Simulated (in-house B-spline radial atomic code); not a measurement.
# Cs: numerical settings, good and bad

Which of these inputs for Cs still give the converged answer?

Program: in-house B-spline radial atomic code version 1. Level of theory: non-relativistic PBE0, spin-polarised, spherical fractional occupations, point nucleus, basis-set limit. These are calculated values, not measurements, unless marked.

## Step 1: Starting point

* element: caesium (Z = 55)
* charge: 0
* electrons: 55
* configuration: [Xe] 6s1
* Hamiltonian: non-relativistic
* nucleus: point

The outer shells:

[Xe] 6s1
```
[Xe] core
6s [↑ ]
```

Where spins are not typed, each open shell is filled with up spins first.

A run counts as converged when the orbital gradient is under the tolerance times 55 hartree (or under the basis's noise floor) and the energy moved by less than 1e-8 hartree times the root of its size. Energy differences under 2e-05 hartree are noise.

Settings of the run:

```ini
Z = 55
electrons = 55.0
configuration = [Xe] 6s1
hamiltonian = nr
method = pbe0
spin_polarised = True
knot_spacing = 0.22
spline_order = 8
gauss_points = 12
box_radius = 50
max_iterations = 70
damping = 0.5
damped_steps = 3
diis_vectors = 10
tolerance = 1e-08
start = Thomas-Fermi
```

This reference run was done before. Its total energy is -7556.262813 hartree, and its levels are (the highest eight at most):

| orbital | occupation | energy (eV) | <r> (bohr) |
| --- | --- | --- | --- |
| 4p down | 3 | -164.31 | 0.7517 |
| 4d up | 5 | -81.380 | 0.8313 |
| 4d down | 5 | -81.370 | 0.8313 |
| 5s up | 1 | -27.252 | 1.821 |
| 5s down | 1 | -27.189 | 1.820 |
| 5p up | 3 | -15.148 | 2.107 |
| 5p down | 3 | -15.080 | 2.098 |
| 6s up | 1 | -2.574 | 5.895 |

## Step 2: Spline order 5; cap on iterations 50; number of damped steps 30; convergence tolerance 0.01

Settings of the run:

```ini
Z = 55
electrons = 55.0
configuration = [Xe] 6s1
hamiltonian = nr
method = pbe0
spin_polarised = True
knot_spacing = 0.22
spline_order = 5
gauss_points = 12
box_radius = 50
max_iterations = 50
damping = 0.5
damped_steps = 30
diis_vectors = 10
tolerance = 0.01
start = Thomas-Fermi
```

On the command line:

```
python run_scf.py task.json out
```

task.json lists these runs, among others, and the program works through them in turn.

## Step 3: Knot spacing (logarithmic) 1; box radius 25; cap on iterations 100; starting potential bare nucleus

Settings of the run:

```ini
Z = 55
electrons = 55.0
configuration = [Xe] 6s1
hamiltonian = nr
method = pbe0
spin_polarised = True
knot_spacing = 1.0
spline_order = 8
gauss_points = 12
box_radius = 25.0
max_iterations = 100
damping = 0.5
damped_steps = 3
diis_vectors = 10
tolerance = 1e-08
start = bare nucleus
```

## Step 4: Box radius 25; cap on iterations 100; convergence tolerance 1e-10

Changes to the settings of step 3:

```diff
@@ -6,3 +6,3 @@
 spin_polarised = True
-knot_spacing = 1.0
+knot_spacing = 0.22
 spline_order = 8
@@ -14,3 +14,3 @@
 diis_vectors = 10
-tolerance = 1e-08
-start = bare nucleus
+tolerance = 1e-10
+start = Thomas-Fermi
```

Q: Which of these runs converge to the reference energy, which miss it and by about how much, and which fail?

**Answer**, as computed:

| run | outcome | iterations | energy less the reference (hartree) |
| --- | --- | --- | --- |
| reference | converged | 11 | 0 |
| spline order 5; cap on iterations 50; number of damped steps 30; convergence tolerance 0.01 | converged | 14 | +0.00018 |
| knot spacing (logarithmic) 1; box radius 25; cap on iterations 100; starting potential bare nucleus | converged | 12 | +24.8 |
| box radius 25; cap on iterations 100; convergence tolerance 1e-10 | converged | 12 | below noise |

Of 3 changed inputs, 1 gave the reference energy within 2e-05 hartree and 2 converged to another value. The worst converged miss is +24.8 hartree (knot spacing (logarithmic) 1; box radius 25; cap on iterations 100; starting potential bare nucleus): that the iterations converge says nothing of the basis, the quadrature or the box.
